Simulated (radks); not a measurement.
**V²¹⁺ in [He]: an all-electron calculation**

What are the levels of the vanadium ion V21+, how large are its shells, and how does its energy divide?

Program: radks (a radial shooting solver on a logarithmic mesh, Libxc functionals) version 1. Level of theory: scalar-relativistic Kohn-Sham, SOGGA, spin-polarised, spherical densities, point nucleus. These are calculated values, not measurements, unless marked.

### 1 Starting point

| Quantity | Value |
| --- | --- |
| element | vanadium (Z = 23) |
| charge | +21 |
| electrons | 2 |
| configuration | [He] |

Outer shells as boxes (Hund's rule):

V²¹⁺
```
1s [↑↓]
```

### 2 The calculation

Input:

```text
Z 23
configuration [He] 2s0 2p0
relativity scalar-relativistic
functional sogga,pbe
spin polarised
nucleus point
c 137.035999084
```

Command:

```
> python run_ks.py task.json out
```

The same process makes all the runs of this session.

Q: Predict the outcome of this run.

As calculated:

```
                        quantity                     value
                    total energy        -517.49330 hartree
exchange-correlation share of it                    2.59 %
                            −T/E                    1.0140
          highest occupied level            1s, -6705.6 eV
    most extended occupied level  1s up, <r> = 0.0658 bohr
 radius at density 0.001 e/bohr³                0.351 bohr
    maxima of the radial density                         1
         ionisation energy, NIST        6851.3 (theory) eV
```

1 principal shells are occupied and 1 maxima appear in the radial density. Relativity lifts −T/E to 1.014. Minus the highest eigenvalue, 6705.6 eV, is 98 % of the tabulated ionisation energy (6851.3 eV). 
